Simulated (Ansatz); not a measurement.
# BH5SSiZn: up Jacob's ladder to CCSD(T)

One table from this session's results is given with a row withheld; the runs are named, their logs left out.

Method: functionals in def2-TZVPP, the program's frozen cores in correlated methods; program: Ansatz 0.2.0, Gaussian basis.

The runs, in order: LDA (SPW92), PBE-D4, revPBE-D4, BLYP-D4, r2SCAN-D4, B97M-V, PBE0-D4, B3LYP-D4, r2SCANh-D4, r2SCAN0-D4, HSE06-D4, BHLYP-D4, CAM-B3LYP-D4, LC-ωPBE, ωB97X-V, ωB97M-V, B2PLYP, PBE-QIDH; CCSD(T)/def2-SVP; CCSD(T)/def2-TZVPP; MP2/def2-QZVPP; extrapolation to the limit; RPA on PBE.

### Structure used throughout

All runs share one geometry, relaxed beforehand with PBE0-D4 in a triple-zeta def2 set.

9 atoms, charge 0, spin multiplicity 1.

Atoms are counted from 1 here; the program's logs count them from 0.

Bond lengths: B1–Zn2 2.056 Å, B1–H5 1.197 Å, B1–H6 1.197 Å, Zn2–S3 2.187 Å, S3–Si4 2.124 Å, Si4–H7 1.485 Å, Si4–H8 1.485 Å, Si4–H9 1.495 Å. Angles: Zn2–B1–H5 121.8°, Zn2–B1–H6 121.8°, H5–B1–H6 116.4°, B1–Zn2–S3 179.0°, Zn2–S3–Si4 93.2°, S3–Si4–H7 111.0°, S3–Si4–H8 110.9°, S3–Si4–H9 110.7°, H7–Si4–H8 108.8°, H7–Si4–H9 107.7°, H8–Si4–H9 107.7°.

Set-up of the first run:

in.yaml

```yaml
crystal:
  periodic: [false, false, false]
  atoms:
    - {symbol: B, position_ang: [-0.673857, 2.142560, -1.590754]}
    - {symbol: Zn, position_ang: [0.442379, 1.083508, -0.227613]}
    - {symbol: S, position_ang: [1.653783, -0.012420, 1.225753]}
    - {symbol: Si, position_ang: [0.392959, -1.721237, 1.169305]}
    - {symbol: H, position_ang: [-0.352862, 3.236273, -1.955969]}
    - {symbol: H, position_ang: [-1.679956, 1.698422, -2.062812]}
    - {symbol: H, position_ang: [-0.184233, -2.000380, 2.509003]}
    - {symbol: H, position_ang: [1.144154, -2.918211, 0.712408]}
    - {symbol: H, position_ang: [-0.742358, -1.508505, 0.220690]}
basis:
  gaussian: {orbitals: def2-TZVPP}
hamiltonian: {xc: lda}
output: {orbitals: {seedname: orbitals}}
```

The run is started by

```bash
$ ansatz run in.yaml --threads 4 --pin off --events-out ev --progress --plain --max-ram 10444MiB
```

Steps of the session up to this table: LDA; PBE-D4 (GGA); revPBE-D4 (GGA); BLYP-D4 (GGA); r2SCAN-D4 (meta-GGA); B97M-V (meta-GGA); B3LYP-D4 (hybrid); r2SCANh-D4 (hybrid); r2SCAN0-D4 (hybrid); HSE06-D4 (hybrid); BHLYP-D4 (hybrid); CAM-B3LYP-D4 (range-separated); LC-ωPBE (range-separated); ωB97X-V (range-separated); ωB97M-V (range-separated); B2PLYP (double hybrid); PBE-QIDH (double hybrid).

One table of the session follows, with a row left open; its other results are not shown here.

It belongs to the step «Frontier levels by functional». 

```
  functional  HOMO (eV)  LUMO (eV)  gap (eV)
 LDA (SPW92)      -6.28      -4.02      2.26
      PBE-D4      -6.16      -3.73      2.43
   revPBE-D4      -6.11      -3.61      2.50
     BLYP-D4      -5.98      -3.56      2.42
   r2SCAN-D4      -6.41      -3.40      3.01
      B97M-V      -6.51      -3.49      3.01
     PBE0-D4      -7.25      -2.75      4.50
    B3LYP-D4      -7.01      -2.96      4.04
  r2SCANh-D4      -6.81      -3.07      3.74
  r2SCAN0-D4      -7.43      -2.58      4.85
    HSE06-D4      -6.86      -3.13      3.73
    BHLYP-D4          ?          ?         ?
CAM-B3LYP-D4      -8.50      -1.68      6.82
     LC-ωPBE      -9.89      -0.50      9.39
     ωB97X-V      -9.53      -0.61      8.92
     ωB97M-V      -9.38      -0.86      8.52
```

Q: Estimate the row for BHLYP-D4 from the others.

Worked estimate for «HOMO (eV)». Against the share of exact exchange, BLYP-D4 (0, -5.98), B3LYP-D4 (0.2, -7.01) give a slope of -5.15 per unit share; at 0.5 the line stands at -8.55.

**Answer.** HOMO (eV): -8.22; LUMO (eV): -1.75; gap (eV): 6.47. In «HOMO (eV)» the line misses by -0.33.
